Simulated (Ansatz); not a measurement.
Cu₃Ge, space group P-6m2: an equation of state with a fit, run with the Python package of Ansatz (0.2.0).

`eos_cu3ge.py`
```python
"""Equation of state of Cu3Ge."""

import warnings

import ansatz as az
import numpy as np
from scipy.optimize import curve_fit

config = {
    "xc": "pbesol",
    "smearing": "Fermi-Dirac",
    "smearing_width": 0.15,
    "cutoff_ev": 500,
    "kmesh": (10, 10, 3),
}

vectors0 = np.array([
    [2.72837383, 0.0, 0.0],
    [-1.36418692, 2.36284105, 0.0],
    [0.0, 0.0, 8.269485],
])
sites = [
    ("Cu", [0.0, 0.0, 0.5]),
    ("Cu", [2 / 3, 1 / 3, 0.742308]),
    ("Cu", [2 / 3, 1 / 3, 0.257692]),
    ("Ge", [0.0, 0.0, 0.0]),
]


def crystal_on(cell):
    crystal = az.Crystal(lattice=az.Lattice.of(cell))
    for symbol, position in sites:
        crystal = crystal.atom(symbol, position)
    return crystal

def vinet(v, e0, v0, b0, b1):
    eta = (v / v0) ** (1 / 3)
    return e0 + 2 * b0 * v0 / (b1 - 1) ** 2 * (2 - (5 + 3 * b1 * (eta - 1) - 3 * eta) * np.exp(-1.5 * (b1 - 1) * (eta - 1)))


def main() -> None:
    warnings.simplefilter("ignore", az.DeckWarning)

    # scale the volume, keep shape and fractions
    volumes, energies = [], []
    for scale in np.linspace(0.9, 1.1, 9):
        cell = vectors0 * scale ** (1 / 3)
        calculation = (
            crystal_on(cell).calculation()
            .functional(config["xc"])
            .occupations(config["smearing"], width=config["smearing_width"])
            .basis(config["cutoff_ev"])
            .kpoints(*config["kmesh"])
        )
        summary = calculation.run().report
        volumes.append(abs(np.linalg.det(cell)) / len(sites))
        energies.append(summary["free_energy_ev"] / len(sites))
        print(f"V = {volumes[-1]:8.4f} A^3/atom  F = {energies[-1]:.5f} eV/atom")

    guess = (min(energies), volumes[int(np.argmin(energies))], 0.5, 4.5)
    (e0, v0, b0, b1), _ = curve_fit(vinet, np.array(volumes), np.array(energies), p0=guess, maxfev=20000)
    print(f"Vinet fit: V0 = {v0:.4f} A^3/atom, B0 = {160.21766 * b0:.1f} GPa, B1 = {b1:.2f}")
    print("largest residual", round(1000 * float(np.abs(vinet(np.array(volumes), e0, v0, b0, b1) - energies).max()), 3), "meV/atom")


if __name__ == "__main__":
    main()
```

From its runs, with one value withheld:

| V (Å³/atom) | F less the lowest row shown (meV/atom) |
| --- | --- |
| 11.995 | ? |
| 12.328 | 5.94 |
| 12.661 | 0.00 |
| 12.995 | 1.66 |
| 13.328 | 9.84 |
| 13.661 | 23.60 |
| 13.994 | 42.13 |
| 14.327 | 64.73 |
| 14.661 | 90.78 |

What is the missing energy at 11.995 Å³ an atom?

A third-order Birch-Murnaghan fit, E = E0 + (9 V0 B0 / 16) [(t - 1)³ B' + (t - 1)² (6 - 4t)] with t = (V0/V)^(2/3), through the 8 rows shown gives V0 = 12.748 Å³, B0 = 134.3 GPa, B' = 4.97 and E0 = -0.26 meV. At V = 11.995 Å³, t = 1.04144, and the fit extrapolates to 20.81 meV. The run gave 20.78 meV, a miss of 0.03 meV.

What to keep in mind:
- Shape and fractional positions are held along the curve, so the bulk modulus is an upper value where they are free to relax.
- For a metal this k-point mesh is coarse: on a finer one energies can move by several to tens of meV an atom and pressures by half a GPa or more, differences at one mesh by less.
- The structure comes from a database of computed cells and needn't be a stable or known phase.
- Hardware and time: 65 s on 1 thread of Arm Neoverse V1 (shared host), peak memory 0.46 GiB.
